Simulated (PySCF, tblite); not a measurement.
# C₄H₈Cl₂O₂Si: geometry, infrared bands and NMR shifts

Aim: predict the infrared bands and NMR shifts of C₄H₈Cl₂O₂Si (`ClC(Cl)[SiH]1OCCCO1`).

Computed with tblite 0.8.0 and PySCF 2.14.0, with density-fitted response routines of our own, on a single molecule in the gas phase. Atoms are numbered from 0 throughout.

## (1) The molecule as given

17 atoms, charge 0, multiplicity 1; geometry from: force field or distance geometry start.

Bonds of the start (Å): Cl0–C1 1.79, C1–Cl2 1.80, C1–Si3 1.85, Si3–O4 1.66, O4–C5 1.43, C5–C6 1.52, C6–C7 1.53, C7–O8 1.43, O8–Si3 1.68, C1–H9 1.08, Si3–H10 1.49, C5–H11 1.09, C5–H12 1.11, C6–H13 1.09, C6–H14 1.09, C7–H15 1.10, C7–H16 1.10.

## (2) Optimising the geometry with GFN2-xTB

The job: settings as JSON, then the geometry in Å.

```
{"job": {"kind": "relax", "xc": "GFN2-xTB", "basis": "xTB"}, "charge": 0, "multiplicity": 1}
Cl     3.735100     1.228700     0.340900
C      2.808800    -0.170400    -0.270100
Cl     3.556700    -1.676000     0.369900
Si     1.041900    -0.053600     0.268700
O      0.239000     1.304000    -0.261000
C     -1.182100     1.329800    -0.115000
C     -1.851600     0.111800    -0.740700
C     -1.325400    -1.171300    -0.086700
O      0.082800    -1.331400    -0.244800
H      2.902700    -0.191100    -1.345100
H      0.929800    -0.043500     1.757000
H     -1.546700     2.233500    -0.606300
H     -1.437300     1.425700     0.961600
H     -2.934600     0.175900    -0.624300
H     -1.623000     0.093900    -1.806800
H     -1.809200    -2.037500    -0.559300
H     -1.594100    -1.216500     0.977300
```

Launch:

```console
$ OMP_NUM_THREADS=1 python probes_run.py task.json out
```

The driver reads the jobs from task.json and runs them one after another.

**Question.** This job is followed by: GFN2-xTB harmonic vibrations, gas phase; GIAO PBE0/pcSseg-1 NMR shielding, non-relativistic, gas phase. Predict these results of the whole session: strongest single infrared mode (GFN2-xTB); zero-point energy (GFN2-xTB); ¹³C shifts against TMS (PBE0/pcSseg-1, means over atoms taken as alike); ¹H shifts against TMS (PBE0/pcSseg-1, means over atoms taken as alike); ³⁵Cl shifts against HCl (PBE0/pcSseg-1, means over atoms taken as alike); ²⁹Si shifts against TMS (PBE0/pcSseg-1); ¹⁷O shifts against H2O (PBE0/pcSseg-1, means over atoms taken as alike); surface potential, 1st and 99th percentile.

The runs gave:

```
                                                                quantity                                   value
                               strongest single infrared mode (GFN2-xTB)                   1141 cm⁻¹, 352 km/mol
                                            zero-point energy (GFN2-xTB)                           75.0 kcal/mol
 ¹³C shifts against TMS (PBE0/pcSseg-1, means over atoms taken as alike)                    67.4, 67.4, 35.7 ppm
  ¹H shifts against TMS (PBE0/pcSseg-1, means over atoms taken as alike)  5.24, 4.66, 4.41, 4.22, 2.18, 1.30 ppm
³⁵Cl shifts against HCl (PBE0/pcSseg-1, means over atoms taken as alike)                                 179 ppm
                                 ²⁹Si shifts against TMS (PBE0/pcSseg-1)                               -40.8 ppm
 ¹⁷O shifts against H2O (PBE0/pcSseg-1, means over atoms taken as alike)                                48.9 ppm
                                   surface potential, 1st and 99th percentile                      -1.23 V and 1.24 V
```

**Reading.** Over 52 steps the energy fell by 0.288 eV; of the close pairs, Si3–O8 changed most, 1.678 to 1.624 Å. All 45 modes are real, so the xTB geometry is a minimum. The strongest single mode, at 1141 cm⁻¹, has its largest shares on O8, O4, C7 and C5 (the list is cut at 4 atoms). Unscaled tight-binding wavenumbers are off by several per cent, some by more. Its intensities can rank the bands wrongly. C1 stands next to heavy halogen, whose spin-orbit shielding this run leaves out, so the computed shift lies too far downfield, most of all for carbon beside Br or I. C5, C7 (mean) (sp3 CH2 bonded to O) lies farthest downfield among carbon, at 67.4 ppm; pulled downfield by the heteroatom. H9 (hydrogen on an sp3 CH bonded to 2 Cl and Si) lies farthest downfield among hydrogen, at 5.24 ppm; its carbon carries Cl, an electronegative neighbour. At PBE0/pcSseg-1: The widest tensor belongs to Cl0, Cl2: span 573 ppm, with a paramagnetic part of -375 ppm.
